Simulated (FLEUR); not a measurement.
The system is GdO.

```
Gd O
1.0
     0.00000    2.70000    2.70000
     2.70000    0.00000    2.70000
     2.70000    2.70000    0.00000
Gd O
1 1
Direct
  0.00000 0.00000 0.00000
  0.75000 0.75000 0.75000
```

Base run:

```yaml
Program: FLEUR MaX-R8.1 (later development tree)
Functional: PBE
Potentials_or_basis: all-electron
Basis: FLAPW
Kmax: 4.47 1/bohr
k_mesh: 9 × 9 × 9
Occupations: fermi-dirac, width 0.05 eV
Spin: collinear spin, ferromagnetic start
Starting_moments: "[7.0, 0.0] μB"
```

Its results: net moment 7.54 μB per cell; site moments Gd +7.01; O -0.01 μB.

Q: The run is repeated on the same cell with these changes: functional from PBE to SCAN. What comes out?

A: Net moment 7.96 μB per cell; site moments Gd +7.23; O +0.04 μB.

Caveats: a cell with one magnetic atom can't hold antiferromagnetic order, which such compounds often take; the meta-GGA is that of a development version, with a GGA for the radial functions and cores and without core tails (some runs).

Not every run made on this cell is shown here.
